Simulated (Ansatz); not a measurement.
**Vanadium, dhcp under r²SCAN: from relaxation to bulk modulus**

What does r²SCAN give for vanadium in the dhcp structure? We relax it, solve it on a dense k-mesh, then scale the cell to 7 volumes from 88 to 112 % of the relaxed one and try a fit of the equation of state. The start is ferromagnetic. The k-meshes are 13×13×4 for the relaxation; 18×18×5 for the dense run; 15×15×4 for the volumes.

Method: DFT r2SCAN, plane waves (500 eV) with PAW, scalar-relativistic; PBE-made PAW files, in Ansatz 0.2.0.

**1. The starting structure**

It takes space group P6_3/mmc (No. 194, hexagonal). Conventional cell: a = 2.694 Å, b = 2.694 Å, c = 8.799 Å, α = 90.00°, β = 90.00°, γ = 120.00°. Around V (site symmetry -3m) lie 12 V at 2.69 Å. V (site symmetry -6m2) is surrounded by 12 V at 2.69 Å.

As a file:

```cif
data_structure
_symmetry_space_group_name_H-M 'P 1'
_symmetry_Int_Tables_number 1
_cell_length_a 2.6941
_cell_length_b 2.6941
_cell_length_c 8.7988
_cell_angle_alpha 90.000
_cell_angle_beta 90.000
_cell_angle_gamma 120.000
_cell_volume 55.31
loop_
_atom_site_label
_atom_site_type_symbol
_atom_site_fract_x
_atom_site_fract_y
_atom_site_fract_z
_atom_site_occupancy
V1 V 0.00000 0.00000 0.00000 1
V2 V 0.00000 0.00000 0.50000 1
V3 V 0.33333 0.66667 0.25000 1
V4 V 0.66667 0.33333 0.75000 1
```

Starting moments (μB): +1 ×4.

**2. Relaxing cell and atoms**

File input.yaml:

```yaml
crystal:
  lattice:
    - [2.6940739632, 0.0, 0.0]
    - [-1.3470369816, 2.3331364918, 0.0]
    - [0.0, 0.0, 8.7988455638]
  atoms:
    - { symbol: V, position: [0.0, 0.0, 0.0], spin: 1.0 }
    - { symbol: V, position: [0.0, 0.0, 0.5], spin: 1.0 }
    - { symbol: V, position: [0.3333333333, 0.6666666667, 0.25], spin: 1.0 }
    - { symbol: V, position: [0.6666666667, 0.3333333333, 0.75], spin: 1.0 }
hamiltonian:
  xc: r2scan
  pseudopotentials:
    kind: paw
    azcp:
      V: "pseudopotentials/V.paw.azcp"
basis:
  ecutwfc: 500
  fft_grid_basis: typed
kpoints:
  mp_grid: { grid: [13, 13, 4], shift: [0, 0, 0] }
magnetization:
  spin_polarized: true
scf:
  occupations: { method: fermi_dirac, width: 0.05 }
relax:
  max_steps: 60
  f_tol: 0.01
  cell: {}
output:
  write_density: true
  write_potential: true
  elf: true
  volumetric_format: npy
```

Run with:

```
> ansatz run input.yaml --threads 2 --pin off --max-ram 6144MiB --backend cpu --events-out ev --progress --plain --runs-dir out
```

The runs that follow: The energy on a finer k-mesh; Volume × 0.88; Volume × 0.92; Volume × 0.96; Volume × 1.0; Volume × 1.04; Volume × 1.08; Volume × 1.12.

Before running it: what results should come out? Wanted: space group; conventional cell; volume; shortest distance; gap on the mesh; magnetic state; relative to bcc.

As calculated:

```
                      quantity                                   value
space group (spins left aside)                      P6_3/mmc (No. 194)
             conventional cell  a = 2.627 Å, c = 9.143 Å (c/a = 3.480)
                        volume                          13.665 Å³/atom
             shortest distance                                 2.627 Å
               gap on the mesh            none (levels filled in part)
                magnetic state                            non-magnetic
               relative to bcc                           +243 meV/atom
```

**Reading.** From the guessed start the volume shrank by 1.2 % in 7 steps. Against the reference form of vanadium (bcc, computed apart with the same settings) it stands 243 meV/atom higher, so it is far from stable. The moments die out: the run ends non-magnetic. Levels at the Fermi energy are filled in part, as in a metal. The symmetry was held, so the structure may be unstable against distortions that break it.
